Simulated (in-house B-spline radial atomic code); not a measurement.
**Pr²⁹⁺: excited configurations**

Aim: the energies of several excited configurations of Pr²⁹⁺ above a reference configuration, each from its own self-consistent run.

Program: in-house B-spline radial atomic code version 1. Level of theory: Dirac-Hartree-Fock, average of configuration, Fermi nucleus, basis-set limit. These are calculated values, not measurements, unless marked.

## 1. The atom as given

| Quantity | Value |
| --- | --- |
| element | praseodymium (Z = 59) |
| charge | +29 |
| electrons | 30 |
| configuration | [Ar] 3d10 4s2 |
| Hamiltonian | Dirac-Coulomb |
| nucleus | Fermi, rms radius 4.892 fm |

The outer shells:

[Ar] 3d10 4s2
```
[Ar] core
3d [↑↓][↑↓][↑↓][↑↓][↑↓]
4s [↑↓]
```

Settings of the run:

```ini
Z = 59
electrons = 30.0
configuration = [Ar] 3d10 4s2
hamiltonian = dirac
method = hf
spin_polarised = False
nucleus = fermi
rms_radius = 4.8919
mass_number = 141
atomic_mass = 140.907659604
speed_of_light = 137.035999084
```

This reference run was done before. Its total energy is -8807.086747 hartree, and its levels are (the highest eight at most):

```
orbital  occupation  energy (eV)  <r> (bohr)
  2p1/2           2     -7523.58     0.08596
  2p3/2           4     -7037.78     0.09219
  3s1/2           2     -2489.93      0.2666
  3p1/2           2     -2322.12      0.2567
  3p3/2           4     -2220.27      0.2679
  3d3/2           4     -1939.38      0.2386
  3d5/2           6     -1917.43      0.2421
  4s1/2           2     -1125.90      0.5521
```

## 2. Configuration [Ar] 3d10 4s1 7d1

Settings of the run:

```ini
Z = 59
electrons = 30.0
configuration = [Ar] 3d10 4s1 7d1
hamiltonian = dirac
method = hf
spin_polarised = False
nucleus = fermi
rms_radius = 4.8919
mass_number = 141
atomic_mass = 140.907659604
speed_of_light = 137.035999084
```

## 3. Run with [Ar] 3d10 4s1 6d1

Changes to the settings of step 2:

```diff
@@ -2,3 +2,3 @@
 electrons = 30.0
-configuration = [Ar] 3d10 4s1 7d1
+configuration = [Ar] 3d10 4s1 6d1
 hamiltonian = dirac
```

## 4. Run with [Ar] 3d10 4s1 8p1

Changes to the settings of step 3:

```diff
@@ -2,3 +2,3 @@
 electrons = 30.0
-configuration = [Ar] 3d10 4s1 6d1
+configuration = [Ar] 3d10 4s1 8p1
 hamiltonian = dirac
```

## 5. Configuration [Ar] 3d10 4s1 8f1

Changes to the settings of step 4:

```diff
@@ -2,3 +2,3 @@
 electrons = 30.0
-configuration = [Ar] 3d10 4s1 8p1
+configuration = [Ar] 3d10 4s1 8f1
 hamiltonian = dirac
```

## 6. Run with [Ar] 3d10 4s1 4f1

Changes to the settings of step 5:

```diff
@@ -2,3 +2,3 @@
 electrons = 30.0
-configuration = [Ar] 3d10 4s1 8f1
+configuration = [Ar] 3d10 4s1 4f1
 hamiltonian = dirac
```

**Question.** How far above the reference does each configuration lie (order and size, in eV)?

As calculated:

| net move | configuration | energy above the reference (eV) | with Breit, QED, recoil (eV) | largest <r> (bohr) |
| --- | --- | --- | --- | --- |
| 4s → 4f | [Ar] 3d10 4s1 4f1 | 311.60 | 310.50 | 0.552 |
| 4s → 6d | [Ar] 3d10 4s1 6d1 | 743.08 | 742.01 | 1.51 |
| 4s → 7d | [Ar] 3d10 4s1 7d1 | 849.63 | 848.54 | 2.13 |
| 4s → 8p | [Ar] 3d10 4s1 8p1 | 905.54 | 904.47 | 2.76 |
| 4s → 8f | [Ar] 3d10 4s1 8f1 | 927.62 | 926.49 | 2.89 |

Quantum defects of the promoted electron, δ = n − ζ/√(−2ε) with ζ = 30 and ε its orbital energy in hartree:

| promotion | δ |
| --- | --- |
| 4s → 6d | 0.343 |
| 4s → 7d | 0.339 |
| 4s → 8p | 0.541 |
| 4s → 8f | 0.137 |

At the bottom stands 4s → 4f (311.60 eV), at the top 4s → 8f (927.62 eV). Of those tabulated, the defect is largest for 8p (0.54) and least for 8f (0.14); at this charge much of the defect is relativistic. These are averages over configurations, without correlation, not spectroscopic levels.
